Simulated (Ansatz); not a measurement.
**Al3Au in Ansatz: the effect of functional**

Al3Au:

```
Au Al
1.0
    -1.99796    1.99796    4.00177
     1.99796   -1.99796    4.00177
     1.99796    1.99796   -4.00177
Au Al
1 3
Cartesian
  0.0000 0.0000 0.0000
  0.0000 0.0000 4.0018
  1.9980 0.0000 2.0009
  0.0000 1.9980 2.0009
```

The cell comes from a database or a generator and needn't be the stable form of this composition.

The cell isn't the ideal one: volume scaled by 0.96.

Alike in all runs:

```yaml
Program: Ansatz 0.2.0
Task: single point
Potentials_or_basis: Ansatz PAW
k_mesh: 9 × 9 × 9
Occupations: fermi-dirac, width 0.05 eV
Spin: no spin polarisation
```

**Question.** One run gave: pressure -1.2 GPa. Which functional did it use?
A. PBE
B. LDA
C. r2SCAN

**Answer.** B.

```csv
functional,cutoff,pressure (GPa)
LDA,420 eV (not typed: the program's choice for these potentials),-1.2
r2SCAN,500 eV (not typed: the program's choice for these potentials),1.4
PBE,420 eV (not typed: the program's choice for these potentials),4.7
```

Caveats: the PAW data sets come from PBE, with cores solved anew for the run's functional, which leaves a small shift of forces and pressure (some runs).
